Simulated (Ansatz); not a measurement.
**ClGeH2O−: an energy map over bond length O1–Ge2 and bond length Ge2–Cl3**

A grid of calculations on ClGeH2O, SMILES [O-][GeH2][Cl], charge −1, to see where the energy is lowest and how it rises around there.

The runs use Ansatz 0.2.0; RKS wB97M-V/def2-SVPD.

### 1 The system as given

SMILES `[O-][GeH2][Cl]`, 5 atoms, charge -1, spin multiplicity 1.

Atoms are counted from 1 here; the program's logs count them from 0.

Bond lengths: O1–Ge2 1.697 Å, Ge2–Cl3 2.359 Å, Ge2–H4 1.579 Å, Ge2–H5 1.579 Å. Angles: O1–Ge2–Cl3 115.0°, O1–Ge2–H4 118.2°, O1–Ge2–H5 118.2°, Cl3–Ge2–H4 97.1°, Cl3–Ge2–H5 97.1°, H4–Ge2–H5 107.4°.

Geometry (Å):

```xyz
5

O    -0.6203    0.0384    1.7123
Ge    0.0422   -0.0629    0.1530
Cl   -1.1427    1.1150   -1.5130
H     0.0444   -1.4684   -0.5670
H     1.4512    0.6023   -0.1037
```

This geometry comes from a loose relaxation at PBE in a small basis, which is not shown.

### 2 Geometry optimisation

input.yaml reads:

```yaml
crystal:
  periodic: [false, false, false]
  atoms:
    - { symbol: O, position_ang: [-0.620347, 0.038352, 1.71231] }
    - { symbol: Ge, position_ang: [0.04217, -0.062892, 0.153022] }
    - { symbol: Cl, position_ang: [-1.142698, 1.115022, -1.51304] }
    - { symbol: H, position_ang: [0.044354, -1.468379, -0.567028] }
    - { symbol: H, position_ang: [1.45125, 0.602277, -0.103713] }
total_charge: -1
basis:
  gaussian: { orbitals: def2-SVPD }
hamiltonian:
  xc: { name: wB97M-V }
output:
  forces: true
relax:
  f_tol: 0.003
  max_steps: 120
```

Command:

```
$ ansatz run input.yaml --threads 1 --pin off --max-ram 2560MiB --backend cpu --events-out ev --progress --plain --runs-dir out
```

Output (excerpt; [...] marks lines left out):

```text
Warning: RAYON_NUM_THREADS=1 ignored (pool sized by the plan → 1); use --threads N
[...]
Functional definition: wB97M-V
[...]
  gx(w, u) = 1 - cx + cx01*u + cx10*w
  gss(w, u) = css00 + css04*u^4 + css10*w + css20*w^2 + css43*w^4*u^3
  gos(w, u) = cos00 + cos10*w + (cos20 + cos21*u)*w^2 + (cos60 + cos61*u)*w^6
[...]
      + integral(e_c_pw_mod_opposite_spin*gos(b97_w_opposite, b97_u_opposite)) + vv10(b, c)
1047 factors; integrals over basis functions are off by at most 2.2e-4 eV
358 factors; integrals over basis functions are off by at most 5.7e-7 eV
[...]
mean field -71106.43557145 eV, -2613.1133095776 hartree, gradient 3.5e-5 eV, S^2 0.000000; 0 other end points of the search recorded, 0 dependent functions left out
[...]
reference -71106.43561884 eV, -2613.1133113192 hartree; 30, 30 occupied and 74, 74 virtual orbitals, 1047 factors
relax step   1: F+E_penalty+E_count = -71106.43557145 eV  Δ(F+E_penalty+E_count) = +0.000e0 eV  max|allowed force component| = 7.235e-1 eV/Å  Δτ_max = 0.0000 Å  (29 SCF iters, accepted)
[...]
relax step   4: F+E_penalty+E_count = -71106.45718067 eV  Δ(F+E_penalty+E_count) = -3.711e-4 eV  max|allowed force component| = 4.310e-2 eV/Å  Δτ_max = 0.0056 Å  (33 SCF iters, accepted)
[...]
relax step   5: F+E_penalty+E_count = -71106.45723131 eV  Δ(F+E_penalty+E_count) = -5.064e-5 eV  max|allowed force component| = 1.578e-3 eV/Å  Δτ_max = 0.0024 Å  (26 SCF iters, accepted)
1047 factors; integrals over basis functions are off by at most 2.2e-4 eV
358 factors; integrals over basis functions are off by at most 5.6e-7 eV
mean field -71106.45723131 eV, -2613.1141055627 hartree, gradient 1.9e-5 eV, S^2 0.000000; 1 other end points of the search recorded, 0 dependent functions left out
[...]
reference -71106.45727846 eV, -2613.1141072957 hartree; 30, 30 occupied and 74, 74 virtual orbitals, 1047 factors
Total energy: -71106.45727846 eV, -2613.1141072957 hartree
Atom 0 at    -0.617903     0.043058     1.683871 Å, force     0.000015    -0.000078     0.000291 eV/Å
Atom 1 at     0.045003    -0.063219     0.145919 Å, force    -0.001578     0.000855     0.001049 eV/Å
Atom 2 at    -1.131901     1.101720    -1.486476 Å, force     0.000869    -0.000669     0.000324 eV/Å
Atom 3 at     0.045516    -1.450356    -0.559517 Å, force    -0.000063    -0.000654    -0.000970 eV/Å
Atom 4 at     1.434014     0.593176    -0.102246 Å, force     0.000756     0.000547    -0.000694 eV/Å
Dipole moment:     0.458240    -0.187669    -0.552755 e Å
```

Wall time 84 s (1 thread of Arm Neoverse V2, shared host); peak memory 0.32 GiB.

Along the way:

```
step  energy from step 1 (eV)  largest force component (eV/Å)
   1                   0.0000                          0.7235
   2                  -0.0197                          0.2376
   3                  -0.0212                          0.0691
   4                  -0.0216                          0.0431
   5                  -0.0217                          0.0016
```

Distances of close pairs at the start and the end, largest changes first:

```
   bond  before (Å)  after (Å)  change (Å)
Ge2–Cl3       2.359      2.325      -0.034
 Ge2–H4       1.579      1.556      -0.023
 Ge2–H5       1.579      1.556      -0.023
 O1–Ge2       1.697      1.678      -0.019
```

### 3 Plan of the scan

- bond length O1–Ge2: 11 values from 1.443 to 2.349 Å
- bond length Ge2–Cl3: 11 values from 2.000 to 3.255 Å

Nothing else is relaxed (all other coordinates rigid). Energies count from the relaxed molecule at the same level.

Of the runs on the grid, 3 are shown in the steps below; the others differ only in the two coordinates.

### 4 Grid point bond length O1–Ge2 = 1.715 Å, bond length Ge2–Cl3 = 2.376 Å

input.yaml reads:

```yaml
crystal:
  periodic: [false, false, false]
  atoms:
    - { symbol: O, position_ang: [-0.617903, 0.043058, 1.683871] }
    - { symbol: Ge, position_ang: [0.059578, -0.065555, 0.112105] }
    - { symbol: Cl, position_ang: [-1.143, 1.124797, -1.555901] }
    - { symbol: H, position_ang: [0.060091, -1.452692, -0.593331] }
    - { symbol: H, position_ang: [1.448589, 0.590839, -0.13606] }
total_charge: -1
basis:
  gaussian: { orbitals: def2-SVPD }
hamiltonian:
  xc: { name: wB97M-V }
output:
  forces: true
```

Command:

```
$ ansatz run input.yaml --threads 1 --pin off --max-ram 2560MiB --backend cpu --events-out ev --progress --plain --runs-dir out
```

Output (excerpt; [...] marks lines left out):

```text
Warning: RAYON_NUM_THREADS=1 ignored (pool sized by the plan → 1); use --threads N
[...]
[... 1 set-up line as earlier in the session ...]
[...]
  gx(w, u) = 1 - cx + cx01*u + cx10*w
  gss(w, u) = css00 + css04*u^4 + css10*w + css20*w^2 + css43*w^4*u^3
  gos(w, u) = cos00 + cos10*w + (cos20 + cos21*u)*w^2 + (cos60 + cos61*u)*w^6
[...]
      + integral(e_c_pw_mod_opposite_spin*gos(b97_w_opposite, b97_u_opposite)) + vv10(b, c)
990 factors; integrals over basis functions are off by at most 1.2e-3 eV
318 factors; integrals over basis functions are off by at most 1.9e-5 eV
[...]
mean field -71106.42030266 eV, -2613.1127484598 hartree, gradient 3.8e-5 eV, S^2 0.000000; 0 other end points of the search recorded, 0 dependent functions left out
[...]
reference -71106.42034993 eV, -2613.1127501973 hartree; 30, 30 occupied and 74, 74 virtual orbitals, 990 factors
Total energy: -71106.42034993 eV, -2613.1127501973 hartree
Atom 0 at    -0.617903     0.043058     1.683871 Å, force     0.532094    -0.083954    -1.240505 eV/Å
Atom 1 at     0.059578    -0.065555     0.112105 Å, force    -0.664673     0.240734     0.942438 eV/Å
Atom 2 at    -1.143000     1.124797    -1.555901 Å, force     0.223659    -0.215750     0.285038 eV/Å
Atom 3 at     0.060091    -1.452692    -0.593331 Å, force    -0.034073     0.046361     0.010291 eV/Å
Atom 4 at     1.448589     0.590839    -0.136060 Å, force    -0.057007     0.012609     0.002738 eV/Å
Dipole moment:     0.499616    -0.216043    -0.551588 e Å
```

Run time: 14 s. Hardware: 1 thread of Arm Neoverse V2, shared host; peak memory 0.29 GiB.

On the map this point reads 0.9 kcal/mol.

### 5 Grid point bond length O1–Ge2 = 1.624 Å, bond length Ge2–Cl3 = 2.000 Å

input.yaml reads:

```yaml
crystal:
  periodic: [false, false, false]
  atoms:
    - { symbol: O, position_ang: [-0.617903, 0.043058, 1.683871] }
    - { symbol: Ge, position_ang: [0.02363, -0.059792, 0.195505] }
    - { symbol: Cl, position_ang: [-0.988641, 0.942188, -1.208541] }
    - { symbol: H, position_ang: [0.024143, -1.446929, -0.509931] }
    - { symbol: H, position_ang: [1.412641, 0.596602, -0.05266] }
total_charge: -1
basis:
  gaussian: { orbitals: def2-SVPD }
hamiltonian:
  xc: { name: wB97M-V }
output:
  forces: true
```

Command:

```
$ ansatz run input.yaml --threads 1 --pin off --max-ram 2560MiB --backend cpu --events-out ev --progress --plain --runs-dir out
```

Output (excerpt; [...] marks lines left out):

```text
Warning: RAYON_NUM_THREADS=1 ignored (pool sized by the plan → 1); use --threads N
[...]
[... 1 set-up line as earlier in the session ...]
[...]
  gx(w, u) = 1 - cx + cx01*u + cx10*w
  gss(w, u) = css00 + css04*u^4 + css10*w + css20*w^2 + css43*w^4*u^3
  gos(w, u) = cos00 + cos10*w + (cos20 + cos21*u)*w^2 + (cos60 + cos61*u)*w^6
[...]
      + integral(e_c_pw_mod_opposite_spin*gos(b97_w_opposite, b97_u_opposite)) + vv10(b, c)
990 factors; integrals over basis functions are off by at most 1.1e-3 eV
317 factors; integrals over basis functions are off by at most 1.7e-5 eV
[...]
mean field -71105.62714372 eV, -2613.0836004064 hartree, gradient 2.5e-5 eV, S^2 0.000000; 0 other end points of the search recorded, 0 dependent functions left out
[...]
reference -71105.62719062 eV, -2613.0836021300 hartree; 30, 30 occupied and 74, 74 virtual orbitals, 990 factors
Total energy: -71105.62719062 eV, -2613.0836021300 hartree
Atom 0 at    -0.617903     0.043058     1.683871 Å, force    -1.064595     0.108798     2.746405 eV/Å
Atom 1 at     0.023630    -0.059792     0.195505 Å, force     3.556922    -2.659431     1.084345 eV/Å
Atom 2 at    -0.988641     0.942188    -1.208541 Å, force    -3.105332     3.015305    -4.045969 eV/Å
Atom 3 at     0.024143    -1.446929    -0.509931 Å, force     0.234614    -0.338139     0.083935 eV/Å
Atom 4 at     1.412641     0.596602    -0.052660 Å, force     0.378391    -0.126534     0.131285 eV/Å
Dipole moment:     0.260635    -0.009086    -0.750805 e Å
```

It took 15 s on 1 thread of Arm Neoverse V2, shared host; peak memory 0.3 GiB.

That is 19 kcal/mol from the zero.

### 6 Grid point bond length O1–Ge2 = 2.168 Å, bond length Ge2–Cl3 = 3.004 Å

input.yaml reads:

```yaml
crystal:
  periodic: [false, false, false]
  atoms:
    - { symbol: O, position_ang: [-0.617903, 0.043058, 1.683871] }
    - { symbol: Ge, position_ang: [0.238527, -0.094244, -0.303061] }
    - { symbol: Cl, position_ang: [-1.281904, 1.41073, -2.411937] }
    - { symbol: H, position_ang: [0.239041, -1.481381, -1.008497] }
    - { symbol: H, position_ang: [1.627538, 0.56215, -0.551226] }
total_charge: -1
basis:
  gaussian: { orbitals: def2-SVPD }
hamiltonian:
  xc: { name: wB97M-V }
output:
  forces: true
```

Command:

```
$ ansatz run input.yaml --threads 1 --pin off --max-ram 2560MiB --backend cpu --events-out ev --progress --plain --runs-dir out
```

Output (excerpt; [...] marks lines left out):

```text
Warning: RAYON_NUM_THREADS=1 ignored (pool sized by the plan → 1); use --threads N
[...]
[... 1 set-up line as earlier in the session ...]
[...]
  gx(w, u) = 1 - cx + cx01*u + cx10*w
  gss(w, u) = css00 + css04*u^4 + css10*w + css20*w^2 + css43*w^4*u^3
  gos(w, u) = cos00 + cos10*w + (cos20 + cos21*u)*w^2 + (cos60 + cos61*u)*w^6
[...]
      + integral(e_c_pw_mod_opposite_spin*gos(b97_w_opposite, b97_u_opposite)) + vv10(b, c)
990 factors; integrals over basis functions are off by at most 1.3e-3 eV
319 factors; integrals over basis functions are off by at most 2.3e-5 eV
[...]
mean field -71103.35609841 eV, -2613.0001410308 hartree, gradient 2.3e-5 eV, S^2 0.000000; 0 other end points of the search recorded, 0 dependent functions left out
[...]
reference -71103.35614845 eV, -2613.0001428698 hartree; 30, 30 occupied and 74, 74 virtual orbitals, 990 factors
Total energy: -71103.35614845 eV, -2613.0001428698 hartree
Atom 0 at    -0.617903     0.043058     1.683871 Å, force     2.297697    -0.382936    -5.265568 eV/Å
Atom 1 at     0.238527    -0.094244    -0.303061 Å, force    -2.711125     0.903667     4.193820 eV/Å
Atom 2 at    -1.281904     1.410730    -2.411937 Å, force     0.928751    -0.873662     1.084217 eV/Å
Atom 3 at     0.239041    -1.481381    -1.008497 Å, force    -0.202789     0.257224     0.011836 eV/Å
Atom 4 at     1.627538     0.562150    -0.551226 Å, force    -0.312533     0.095708    -0.024306 eV/Å
Dipole moment:     0.947604    -0.563623    -0.358576 e Å
```

Wall time 17 s (1 thread of Arm Neoverse V2, shared host); peak memory 0.29 GiB.

That is 72 kcal/mol from the zero.

### 7 The map

121 points were computed. Energies in kcal/mol, from the relaxed molecule at the same level:

```csv
"bond length Ge2–Cl3 (Å) ↓, bond length O1–Ge2 (Å) →",1.443,1.534,1.624,1.715,1.806,1.896,1.987,2.077,2.168,2.259,2.349
3.255,60,35,26,26,33,43,55,68,80,92,103
3.130,57,31,22,23,30,40,51,64,76,88,99
3.004,53,28,18,19,25,35,47,59,72,83,94
2.879,50,24,14,15,21,31,42,54,67,78,89
2.753,46,20,10,11,17,26,38,49,61,73,84
2.628,43,17,7,7,12,22,33,45,56,68,78
2.502,40,14,3,3,9,18,29,40,52,63,74
2.376,39,12,2,1,6,15,26,37,48,60,70
2.251,41,13,2,1,6,15,25,36,48,59,69
2.125,46,19,7,6,10,19,29,40,51,62,72
2.000,60,31,19,17,22,30,40,50,61,72,82
```

The largest force on an atom (eV/Å) at each point:

| bond length Ge2–Cl3 (Å) ↓, bond length O1–Ge2 (Å) → | 1.443 | 1.534 | 1.624 | 1.715 | 1.806 | 1.896 | 1.987 | 2.077 | 2.168 | 2.259 | 2.349 |
| --- | --- | --- | --- | --- | --- | --- | --- | --- | --- | --- | --- |
| 3.255 | 17.2 | 7.7 | 1.9 | 2.1 | 4.3 | 5.4 | 5.9 | 6.0 | 5.9 | 5.5 | 5.0 |
| 3.130 | 17.3 | 7.8 | 2.0 | 2.0 | 4.2 | 5.3 | 5.9 | 6.0 | 5.8 | 5.5 | 5.0 |
| 3.004 | 17.4 | 7.9 | 2.1 | 2.0 | 4.1 | 5.3 | 5.8 | 5.9 | 5.8 | 5.4 | 5.0 |
| 2.879 | 17.5 | 8.0 | 2.3 | 1.9 | 4.0 | 5.2 | 5.7 | 5.8 | 5.7 | 5.4 | 4.9 |
| 2.753 | 17.6 | 8.1 | 2.4 | 1.8 | 3.9 | 5.1 | 5.6 | 5.8 | 5.6 | 5.3 | 4.9 |
| 2.628 | 17.8 | 8.2 | 2.5 | 1.6 | 3.8 | 5.0 | 5.5 | 5.7 | 5.6 | 5.3 | 4.9 |
| 2.502 | 17.9 | 8.2 | 2.5 | 1.5 | 3.7 | 4.9 | 5.4 | 5.6 | 5.5 | 5.2 | 4.8 |
| 2.376 | 18.1 | 8.4 | 2.4 | 1.4 | 3.5 | 4.8 | 5.3 | 5.5 | 5.4 | 5.2 | 4.8 |
| 2.251 | 18.3 | 8.6 | 2.6 | 1.5 | 3.4 | 4.6 | 5.2 | 5.4 | 5.4 | 5.1 | 4.8 |
| 2.125 | 18.6 | 8.8 | 2.7 | 2.7 | 4.4 | 5.4 | 5.8 | 6.0 | 5.9 | 5.6 | 5.3 |
| 2.000 | 18.8 | 9.0 | 5.9 | 5.8 | 6.7 | 7.5 | 7.9 | 8.0 | 8.0 | 7.8 | 7.5 |

### 8 Outcome

```
                       quantity                                                                                                                                                               value
                   lowest point                                                                                           bond length O1–Ge2 = 1.715 Å, bond length Ge2–Cl3 = 2.376 Å, 0.9 kcal/mol
         highest computed point                                                                          bond length O1–Ge2 = 2.349 Å, bond length Ge2–Cl3 = 3.255 Å, 103 kcal/mol above the lowest
largest force on an atom (eV/Å)  1.4 at bond length O1–Ge2 = 1.715 Å, bond length Ge2–Cl3 = 2.376 Å to 18.8 at bond length O1–Ge2 = 1.443 Å, bond length Ge2–Cl3 = 2.000 Å; 1.4 at the lowest point
        time for the whole task                                                                                                                                     33 min on 1 thread, shared host
```

The lowest computed point is at bond length O1–Ge2 = 1.715 Å, bond length Ge2–Cl3 = 2.376 Å, 0.9 kcal/mol from the relaxed molecule at the same level. No other kind of well shows on this grid. The highest computed point, bond length O1–Ge2 = 2.349 Å, bond length Ge2–Cl3 = 3.255 Å, lies 103 kcal/mol above the lowest. Round the minimum the two coordinates are nearly uncoupled.
